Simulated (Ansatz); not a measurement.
**InCl₂O radical: shape, modes and thermochemistry**

The task is to find a stationary geometry of InCl₂O radical, check the end point by its vibrations and derive ideal-gas thermochemistry.

The runs use Ansatz 0.2.0, Gaussian basis; UKS PBE0-D4/def2-TZVP.

Levels to be run: relaxation at PBE-D4/def2-SVP; relaxation at PBE0-D4/def2-TZVP; harmonic vibrations at the same level.

1 further run of the same task is left out (set aside as unsound or not needed).

## Step 1: Starting geometry

SMILES `[O][In]([Cl])[Cl]`, 4 atoms, charge 0, spin multiplicity 2.

Atoms are counted from 1 here; the program's logs count them from 0.

Bond lengths: O1–In2 2.071 Å, In2–Cl3 2.399 Å, In2–Cl4 2.500 Å. Angles: O1–In2–Cl3 100.8°, O1–In2–Cl4 105.8°, Cl3–In2–Cl4 138.8°.

The start is a force-field geometry with small random shifts, so a cheaper pass at PBE-D4/def2-SVP comes first. In takes the def2 core potential; no spin-orbit term is included.

## Step 2: Optimising with PBE-D4/def2-SVP (cheap first pass)

in.yaml

```yaml
crystal:
  periodic: [false, false, false]
  atoms:
    - {symbol: O, position_ang: [0.689000, 0.905900, 1.469300]}
    - {symbol: In, position_ang: [-0.328500, -0.216100, 0.056500]}
    - {symbol: Cl, position_ang: [1.040400, -2.184200, -0.023500]}
    - {symbol: Cl, position_ang: [-1.345400, 1.434100, -1.522600]}
basis:
  gaussian: {orbitals: def2-SVP}
magnetization: {spin_polarized: true, initial_magnetization: 1}
hamiltonian: {xc: pbe, dispersion: d4}
relax: {f_tol: 0.03, max_steps: 200}
```

Output, shortened:

```text
Functional definition: PBE
  name "PBE"
  cite "Perdew, Burke & Ernzerhof, Phys. Rev. Lett. 77, 3865 (1996) doi:10.1103/PhysRevLett.77.3865"
  parent pbe
[...]
849 factors; their error is unknown
[...]
mean field -32244.25116146 eV, -1184.9543742453 hartree, gradient 9.4e-6 eV, S^2 0.762446; 8 other end points of the search recorded, 0 dependent functions left out
[...]
reference -32244.25120512 eV, -1184.9543758498 hartree; 32, 31 occupied and 44, 45 virtual orbitals, 849 factors
relax step   1: F+E_penalty+E_count = -32244.36061499 eV  Δ(F+E_penalty+E_count) = +0.000e0 eV  max|allowed force component| = 1.165e0 eV/Å  Δτ_max = 0.0000 Å  (161 SCF iters, accepted)
[...]
relax step   3: F+E_penalty+E_count = -32244.86000315 eV  Δ(F+E_penalty+E_count) = -1.238e-1 eV  max|allowed force component| = 1.353e-1 eV/Å  Δτ_max = 0.2000 Å  (60 SCF iters, accepted)
[...]
relax step   4: F+E_penalty+E_count = -32244.86743256 eV  Δ(F+E_penalty+E_count) = -7.429e-3 eV  max|allowed force component| = 1.851e-2 eV/Å  Δτ_max = 0.0738 Å  (55 SCF iters, accepted)
849 factors; their error is unknown
[...]
mean field -32244.75683989 eV, -1184.9729575849 hartree, gradient 8.6e-6 eV, S^2 0.755946; 7 other end points of the search recorded, 0 dependent functions left out
[...]
reference -32244.75688490 eV, -1184.9729592388 hartree; 32, 31 occupied and 44, 45 virtual orbitals, 849 factors
Total energy: -32244.86747757 eV, -1184.9770234444 hartree
Atom 0 at     0.625969     1.039445     1.721110 Å, force    -0.004271    -0.003297    -0.018514 eV/Å
Atom 1 at     0.039478     0.030560     0.057536 Å, force    -0.001814    -0.006408     0.017722 eV/Å
Atom 2 at     0.741806    -2.182845    -0.270207 Å, force     0.010489    -0.007924     0.004013 eV/Å
Atom 3 at    -1.351754     1.052540    -1.528739 Å, force    -0.004403     0.017629    -0.003221 eV/Å
Dipole moment:    -0.001518     0.002542    -0.012184 e Å
```

Run time: 12 s. Hardware: 4 threads, shared host.

Step by step:

```
step  energy from step 1 (eV)  largest force component (eV/Å)
   1                   0.0000                          1.1650
   2                  -0.3756                          0.7882
   3                  -0.4994                          0.1353
   4                  -0.5068                          0.0185
```

Distances of close pairs at the start and the end, largest changes first:

```
   bond  before (Å)  after (Å)  change (Å)
In2–Cl4       2.500      2.344      -0.156
In2–Cl3       2.399      2.345      -0.054
 O1–In2       2.071      2.032      -0.039
```

## Step 3: Optimising with PBE0-D4/def2-TZVP

in.yaml

```yaml
crystal:
  periodic: [false, false, false]
  atoms:
    - {symbol: O, position_ang: [0.625969, 1.039445, 1.721110]}
    - {symbol: In, position_ang: [0.039478, 0.030560, 0.057536]}
    - {symbol: Cl, position_ang: [0.741806, -2.182845, -0.270207]}
    - {symbol: Cl, position_ang: [-1.351754, 1.052540, -1.528739]}
basis:
  gaussian: {orbitals: def2-TZVP}
magnetization: {spin_polarized: true, initial_magnetization: 1}
hamiltonian: {xc: pbe0, dispersion: d4}
relax: {f_tol: 0.005, max_steps: 150}
```

Output, shortened:

```text
Functional definition: PBE0
  name "PBE0"
  cite "Adamo & Barone, J. Chem. Phys. 110, 6158 (1999) doi:10.1063/1.478522"
  cite "Perdew, Burke & Ernzerhof, Phys. Rev. Lett. 77, 3865 (1996) doi:10.1103/PhysRevLett.77.3865"
  parent pbe
[...]
1168 factors; their error is unknown
[...]
mean field -32258.25172223 eV, -1185.4688853636 hartree, gradient 3.3e-7 eV, S^2 0.756763; 4 other end points of the search recorded, 0 dependent functions left out
[...]
reference -32258.25176170 eV, -1185.4688868140 hartree; 32, 31 occupied and 123, 124 virtual orbitals, 1168 factors
relax step   1: F+E_penalty+E_count = -32258.34793117 eV  Δ(F+E_penalty+E_count) = +0.000e0 eV  max|allowed force component| = 6.729e-1 eV/Å  Δτ_max = 0.0000 Å  (141 SCF iters, accepted)
[...]
relax step   4: F+E_penalty+E_count = -32258.40376525 eV  Δ(F+E_penalty+E_count) = -2.298e-5 eV  max|allowed force component| = 5.347e-3 eV/Å  Δτ_max = 0.0048 Å  (56 SCF iters, accepted)
[...]
relax step   5: F+E_penalty+E_count = -32258.40377192 eV  Δ(F+E_penalty+E_count) = -6.679e-6 eV  max|allowed force component| = 6.878e-5 eV/Å  Δτ_max = 0.0018 Å  (43 SCF iters, accepted)
1168 factors; their error is unknown
[...]
mean field -32258.30566694 eV, -1185.4708677952 hartree, gradient 6.3e-6 eV, S^2 0.755816; 5 other end points of the search recorded, 0 dependent functions left out
[...]
reference -32258.30570660 eV, -1185.4708692525 hartree; 32, 31 occupied and 123, 124 virtual orbitals, 1168 factors
Total energy: -32258.40381158 eV, -1185.4744745441 hartree
Atom 0 at     0.606268     1.013990     1.667626 Å, force    -0.000015     0.000052     0.000054 eV/Å
Atom 1 at     0.031729     0.015988     0.045413 Å, force     0.000053     0.000016    -0.000024 eV/Å
Atom 2 at     0.741646    -2.144973    -0.248183 Å, force    -0.000056     0.000000    -0.000053 eV/Å
Atom 3 at    -1.324144     1.054695    -1.485156 Å, force     0.000018    -0.000069     0.000023 eV/Å
Dipole moment:    -0.014736    -0.025527    -0.041509 e Å
```

It took 55 s on 4 threads, shared host; peak memory 0.78 GiB.

The steps of the relaxation:

```
step  energy from step 1 (eV)  largest force component (eV/Å)
   1                   0.0000                          0.6729
   2                  -0.0536                          0.1660
   3                  -0.0558                          0.0072
   4                  -0.0558                          0.0053
   5                  -0.0558                          0.0001
```

Distances of close pairs at the start and the end, largest changes first:

```
   bond  before (Å)  after (Å)  change (Å)
In2–Cl3       2.345      2.293      -0.052
In2–Cl4       2.344      2.293      -0.051
 O1–In2       2.032      1.989      -0.043
```

Mulliken charges of the relaxed molecule (report file):

```
atom  value (e)
  O1      -0.35
 In2       1.01
 Cl3      -0.33
 Cl4      -0.33
```

## Step 4: Harmonic vibrations

in.yaml

```yaml
crystal:
  periodic: [false, false, false]
  atoms:
    - {symbol: O, position_ang: [0.606268, 1.013990, 1.667626]}
    - {symbol: In, position_ang: [0.031729, 0.015988, 0.045413]}
    - {symbol: Cl, position_ang: [0.741646, -2.144973, -0.248183]}
    - {symbol: Cl, position_ang: [-1.324144, 1.054695, -1.485156]}
basis:
  gaussian: {orbitals: def2-TZVP}
magnetization: {spin_polarized: true, initial_magnetization: 1}
hamiltonian: {xc: pbe0, dispersion: d4}
phonons: {temperatures: {t_min: 298.15, t_max: 900, t_step: 200}}
```

Output, shortened:

```text
Functional definition: PBE0
  name "PBE0"
  cite "Adamo & Barone, J. Chem. Phys. 110, 6158 (1999) doi:10.1063/1.478522"
  cite "Perdew, Burke & Ernzerhof, Phys. Rev. Lett. 77, 3865 (1996) doi:10.1103/PhysRevLett.77.3865"
  parent pbe
[...]
1168 factors; their error is unknown
[...]
mean field -32258.30566685 eV, -1185.4708677920 hartree, gradient 1.1e-5 eV, S^2 0.755816; 4 other end points of the search recorded, 0 dependent functions left out
[...]
reference -32258.30570651 eV, -1185.4708692493 hartree; 32, 31 occupied and 123, 124 virtual orbitals, 1168 factors
[...]
1168 factors; their error is unknown
mean field -32258.30566968 eV, -1185.4708678959 hartree, gradient 2.4e-6 eV, S^2 0.755825; 0 other end points of the search recorded, 0 dependent functions left out
[...]
reference -32258.30570933 eV, -1185.4708693530 hartree; 32, 31 occupied and 123, 124 virtual orbitals, 1168 factors
[...]
reference -32258.30566159 eV, -1185.4708675985 hartree; 32, 31 occupied and 123, 124 virtual orbitals, 1168 factors
[...]
1168 factors; their error is unknown
[...]
mean field -32258.30566899 eV, -1185.4708678703 hartree, gradient 1.9e-6 eV, S^2 0.755820; 0 other end points of the search recorded, 0 dependent functions left out
[...]
reference -32258.30570864 eV, -1185.4708693276 hartree; 32, 31 occupied and 123, 124 virtual orbitals, 1168 factors
Total energy: -32258.40381150 eV, -1185.4744745413 hartree
Atom 0 at     0.606268     1.013990     1.667626 Å, force    -0.000012     0.000053     0.000061 eV/Å
Atom 1 at     0.031729     0.015988     0.045413 Å, force     0.000034     0.000043    -0.000037 eV/Å
Atom 2 at     0.741646    -2.144973    -0.248183 Å, force    -0.000049    -0.000020    -0.000054 eV/Å
Atom 3 at    -1.324144     1.054695    -1.485156 Å, force     0.000026    -0.000077     0.000030 eV/Å
Dipole moment:    -0.014736    -0.025527    -0.041508 e Å
Vibrations: 86.98 105.71 116.65 363.84 398.67 598.57 cm⁻¹, zero-point energy 0.103553 eV
```

It took 66 s on 4 threads, shared host; peak memory 0.78 GiB.

Motions are named by where the mode's potential energy lies. The modes, unscaled (a negative number is an imaginary wavenumber):

```
mode  cm⁻¹             motion
   1    87               bend
   2   106               bend
   3   117  out-of-plane bend
   4   364      In–Cl stretch
   5   399      In–Cl stretch
   6   599       In–O stretch
```

From these modes and the moments of inertia (298.15 K, 1 bar, symmetry number 2):

```
                          term            value
             zero-point energy     2.4 kcal/mol
                    H(298) − E     6.6 kcal/mol
entropy, electronic degeneracy    5.8 J/(mol K)
          entropy, translation  175.0 J/(mol K)
             entropy, rotation  112.0 J/(mol K)
            entropy, vibration   53.4 J/(mol K)
                entropy, total  346.1 J/(mol K)
```

## Step 5: Outcome

```
                  quantity            value
               point group              C2v
                     steps            4 + 5
shift from the start (rms)          0.364 Å
              total energy   -32258.4038 eV
           dispersion term          -98 meV
             dipole moment           0.24 D
lowest, highest wavenumber     87, 599 cm⁻¹
         zero-point energy     2.4 kcal/mol
       entropy at 298.15 K  346.1 J/(mol K)
```

In words: The atoms moved 0.36 Å (rms) from the start; the bond that changed most is In2–Cl4, from 2.500 to 2.293 Å. All wavenumbers are real, so the end point is a minimum. The stiffest mode, 599 cm⁻¹, is an In–O stretch, and 3 modes under 200 cm⁻¹ make the vibrational entropy uncertain. The largest Mulliken charge, +1.01 e, sits on In2.
